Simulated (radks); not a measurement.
# Valence configurations of Hf⁺

The task here is to estimate one member of a computed series from the others.

Program: radks (a radial shooting solver on a logarithmic mesh, Libxc functionals) version 1. Level of theory: scalar-relativistic Kohn-Sham, r2SCAN, spin-polarised, spherical densities, finite nucleus; open shells are filled with parallel spins first. These are calculated values, not measurements, unless marked.

### Starting point

| Property | Result |
| --- | --- |
| element | hafnium (Z = 72) |
| charge | +1 |
| electrons | 71 |
| configuration | [Xe] 4f14 5d1 6s2 |
| nuclear rms radius | 5.347 fm |
| others tried | 4f14 5d1 6p2; 4f14 5d1 6s1 6p1; 4f14 5d2 6s1; 4f13 5d1 6s2 6p1; 4f14 5d0.5 6s1.5 6p1; 4f14 5d0.5 6s2 6p0.5; 4f13 5d1 6s1 6p2; 4f14 6s2 6p1; 4f13.5 5d1 6s2 6p0.5 |

The outer shells:

Hf⁺
```
[Xe] core
4f [↑↓][↑↓][↑↓][↑↓][↑↓][↑↓][↑↓]
5d [↑ ][  ][  ][  ][  ]
6s [↑↓]
```

Set-up of the first run:

Input:

```text
Z 72
configuration [Xe] 4f14 5d1 6s2
relativity scalar-relativistic
functional r2scan,r2scan
spin polarised
nucleus finite rms 5.347 fm
c 137.035999084
```

Command:

```console
$ python run_ks.py task.json out
```

This one command runs every case of the session in turn.

Among the steps run: [Xe] 4f14 5d1 6s2.

One table of the session follows, with a row left open; its other results are not shown here.

It belongs to the step «[Xe] 4f14 5d1 6s2». Sizes of the orbitals, from the radial functions (bohr):

| level | <r> | outermost maximum (interpolated) | 90 % within | nodes |
| --- | --- | --- | --- | --- |
| 5p up | 1.334 | 1.16 | 1.95 | 3 |
| 5p down | 1.327 | 1.15 | 1.94 | 3 |
| 4f up | 0.6757 | 0.456 | 1.15 | 0 |
| 4f down | 0.6727 | 0.456 | 1.14 | 0 |
| 6s up | 3.104 | 2.74 | 4.48 | 5 |
| 6s down | 3.185 | 2.79 | 4.62 | 5 |
| 5d up | 2.148 | 1.61 | 3.40 | 2 |
| 5d down | ? | ? | ? | ? |

Q: Estimate the row for 5d down from the others.

**Answer.** <r>: 2.188; outermost maximum (interpolated): 1.60; 90 % within: 3.51; nodes: 2. In the column «<r>» it lies between 5d up (2.148) and 6s up (3.104).
